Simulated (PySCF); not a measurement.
# C₄H₁₁PSi: electronic excitations

Wanted: the electronic excitations of C₄H₁₁PSi (`[SiH3]PC1CCC1`), by calculation.

Computed with PySCF 2.14.0, with density-fitted response routines of our own, on a single molecule in the gas phase. Atoms are numbered from 0 throughout.

## 1. The molecule as given

17 atoms, charge 0, multiplicity 1; geometry from: GFN2-xTB.

Bonds of the start (Å): Si0–P1 2.23, P1–C2 1.86, C2–C3 1.54, C3–C4 1.53, C4–C5 1.53, C5–C2 1.54, Si0–H6 1.46, Si0–H7 1.47, Si0–H8 1.46, P1–H9 1.39, C2–H10 1.09, C3–H11 1.09, C3–H12 1.09, C4–H13 1.09, C4–H14 1.09, C5–H15 1.09, C5–H16 1.09.

## 2. Excited states and response: CAM-B3LYP/def2-SVPD

Job settings and geometry (Å):

```
{"job": {"kind": "uv", "xc": "CAM-B3LYP", "basis": "def2-SVPD", "nstates": 8, "ntriplets": 3}, "charge": 0, "multiplicity": 1}
Si     2.711795     0.292882     0.694020
P      1.465437    -0.519112    -0.972064
C     -0.157186    -0.656585    -0.083571
C     -0.816299     0.604786     0.504228
C     -2.150727     0.166503    -0.114773
C     -1.409067    -0.883800    -0.952820
H      2.906971    -0.802359     1.645407
H      2.118791     1.429616     1.406218
H      3.985953     0.705630     0.108755
H      1.194761     0.708976    -1.568873
H     -0.039391    -1.445350     0.665552
H     -0.789970     0.696778     1.588369
H     -0.433864     1.524508     0.061408
H     -2.824558    -0.278758     0.614392
H     -2.688371     0.929154    -0.674433
H     -1.820027    -1.891012    -0.946174
H     -1.261246    -0.569826    -1.985551
```

Level: TDDFT CAM-B3LYP/def2-SVPD, vertical, gas phase, core orbitals frozen in the response.

On the command line:

```sh
$ OMP_NUM_THREADS=1 python probes_run.py task.json out
```

The driver reads the jobs from task.json and runs them one after another.

Predict these results of the whole session: lowest singlet (CAM-B3LYP/def2-SVPD); brightest single state of those computed; lowest triplet.

**Answer**, as computed:

| quantity | value |
| --- | --- |
| lowest singlet (CAM-B3LYP/def2-SVPD) | 5.99 eV (207 nm), f = 0.045 |
| brightest single state of those computed | state 3, 6.68 eV, f = 0.120 |
| lowest triplet | 5.19 eV |

The lowest singlet, at 5.99 eV, is HOMO→LUMO+1 0.69, HOMO→LUMO+4 0.17 and is weak; of the 8 states computed, the strongest absorption comes from state 3 at 6.68 eV. The lowest triplet lies 0.80 eV below the lowest singlet (triplets in Tamm-Dancoff, singlets in full TDDFT).
